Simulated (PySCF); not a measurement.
**AlGe (quartet) at other levels of theory**

What do other methods print for AlGe (quartet)?

The runs use PySCF 2.14.0; each script names its method and basis.

2 further runs of the same task are left out: 2 that didn't finish.

**1. The starting structure**

AlGe (quartet): 2 atoms, charge 0, spin multiplicity 4.

Bond lengths: Al1–Ge2 2.473 Å.

**2. Base script**

File input.py:

```python
from pyscf import gto, scf

mol = gto.M(
    atom='Al 0 0 0; Ge 0 0 2.473',
    basis='cc-pvdz',
    charge=0,
    spin=3,
    symmetry=True,
    verbose=4,
)
mf = scf.UHF(mol)
mf.kernel()
mf.analyze()
print('orbital energies (hartree):', [e[max(0, n-3):n+3].round(4) for e, n in zip(mf.mo_energy, mol.nelec)])
```

Run with:

```console
$ OMP_NUM_THREADS=1 python input.py
```

**3. Revtpss (UKS)**

Run 1 changes functional: none (Hartree–Fock) → revtpss; SCF type: UHF → UKS.

input.py, as its differences from that of step 2:

```diff
@@ -1,2 +1,2 @@
-from pyscf import gto, scf
+from pyscf import gto, dft
 
@@ -10,3 +10,3 @@
 )
-mf = scf.UHF(mol)
+mf = dft.UKS(mol, xc='revtpss')
 mf.kernel()
```

**4. RHF**

Run 2 changes SCF type: UHF → RHF.

File input.py:

```python
from pyscf import gto, scf

mol = gto.M(
    atom='Al 0 0 0; Ge 0 0 2.473',
    basis='cc-pvdz',
    charge=0,
    spin=3,
    symmetry=True,
    verbose=4,
)
mf = scf.RHF(mol)
mf.kernel()
mf.analyze()
print('orbital energies (hartree):', mf.mo_energy[..., max(0, mol.nelec[1]-3):mol.nelec[0]+3].round(4))
```

**5. Gradient**

Run 3 changes step after the SCF: analyze → gradient.

input.py, as its differences from that of step 2:

```diff
@@ -12,3 +12,4 @@
 mf.kernel()
-mf.analyze()
+mf.nuc_grad_method().kernel()
+mf.dip_moment()
 print('orbital energies (hartree):', [e[max(0, n-3):n+3].round(4) for e, n in zip(mf.mo_energy, mol.nelec)])
```

**6. Bp86 (UKS)**

Run 4 changes functional: none (Hartree–Fock) → bp86; SCF type: UHF → UKS.

input.py, as its differences from that of step 2:

```diff
@@ -1,2 +1,2 @@
-from pyscf import gto, scf
+from pyscf import gto, dft
 
@@ -10,3 +10,3 @@
 )
-mf = scf.UHF(mol)
+mf = dft.UKS(mol, xc='bp86')
 mf.kernel()
```

**7. SCF alone**

Run 5 changes step after the SCF: analyze → none.

input.py, as its differences from that of step 2:

```diff
@@ -12,3 +12,3 @@
 mf.kernel()
-mf.analyze()
+mf.dip_moment()
 print('orbital energies (hartree):', [e[max(0, n-3):n+3].round(4) for e, n in zip(mf.mo_energy, mol.nelec)])
```

**8. Hcth407 (UKS)**

Run 6 changes functional: none (Hartree–Fock) → hcth407; SCF type: UHF → UKS.

input.py, as its differences from that of step 2:

```diff
@@ -1,2 +1,2 @@
-from pyscf import gto, scf
+from pyscf import gto, dft
 
@@ -10,3 +10,3 @@
 )
-mf = scf.UHF(mol)
+mf = dft.UKS(mol, xc='hcth407')
 mf.kernel()
```

Q: Predict the outcome of this session. Wanted: for each run, E(SCF); from base; gap, α spin; SCF dipole.

As calculated:

```tsv
run	E(SCF) (hartree)	from base (eV)	cycles	gap, α spin (eV)	SCF dipole (D)
base	-2317.221190	0	13	8.51	1.74
revtpss (UKS)	-2318.693491	not comparable	10	2.65	1.05
RHF	-2317.217949	+0.0882	12	n/a	1.53
gradient	-2317.221190	0.0000	13	8.51	1.74
bp86 (UKS)	-2319.626066	not comparable	9	2.45	1.00
SCF alone	-2317.221190	0.0000	13	8.51	1.74
hcth407 (UKS)	-2320.468015	not comparable	10	2.56	0.91
```

What this shows: Total energies of different functionals can't be compared with each other; differences within one functional can. The dearest run is “revtpss (UKS)”, at 5.5 s against 1.3 s.
